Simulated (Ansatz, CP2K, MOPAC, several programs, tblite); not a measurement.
Energy against volume for AlN built on the wurtzite prototype, at fixed shape and fractional coordinates, computed by several methods (PBE and r2SCAN, where shown, with plane waves in Ansatz); the cell shown is that of r2SCAN. With free coordinates or axes held, a curve is too stiff, and on another method's shape its minimum isn't the method's own volume. Space group P6_3mc (No. 186), hexagonal; conventional cell a = 3.107 Å, c = 4.979 Å, 10.40 Å³ an atom. Al has 4 N at 1.89–1.90 Å; N has 4 Al at 1.89–1.90 Å. The values are computed, spin-unpolarised, and not measurements. Energies count from each curve's lowest point; fits are third-order Birch-Murnaghan.

```
CELL_PARAMETERS angstrom
3.10669 0.00000 0.00000
-1.55335 2.69048 0.00000
0.00000 0.00000 4.97859
ATOMIC_POSITIONS crystal
Al 0.33333 0.66667 0.99670
Al 0.66667 0.33333 0.49670
N 0.33333 0.66667 0.37830
N 0.66667 0.33333 0.87830
```

PBE/DZVP (CP2K), on the shape of the cell shown:
```
V (Å³/atom)  E (meV/atom)
      9.155        148.24
      9.779         42.01
     10.403          0.00
     11.028          6.13
     11.652         48.41
```
V₀ = 10.62 Å³ an atom and B₀ = 189 GPa.

PBE, on the shape of its own relaxed cell:
```csv
V (Å³/atom),E (meV/atom)
10.006,25.63
10.325,6.08
10.645,0.00
10.964,5.46
11.283,20.99
```
V₀ = 10.65 Å³ an atom and B₀ = 194 GPa.

PM7 (MOPAC), on the shape of the cell shown, as a cluster of 128 atoms at the zone centre:
```csv
V (Å³/atom),E (meV/atom)
9.155,1346.50
9.779,730.81
10.403,333.30
11.028,102.27
11.652,0.00
```
The lowest point is an end point, so the minimum isn't bracketed.

PBE/SZV (CP2K), on the shape of the cell shown:
```csv
V (Å³/atom),E (meV/atom)
9.155,308.11
9.779,139.40
10.403,42.78
11.028,0.70
11.652,0.00
```
The lowest point is an end point, so the minimum isn't bracketed.

Question: GFN2-xTB (tblite), on the shape of the cell shown, as a cluster of 128 atoms at the zone centre, gives
```
V (Å³/atom)  E (meV/atom)
      9.155        154.48
      9.779         47.64
     10.403          2.04
     11.028          0.00
     11.652         28.52
```
What equilibrium volume and bulk modulus follow?

Answer: V₀ = 10.74 Å³ an atom and B₀ = 157 GPa.
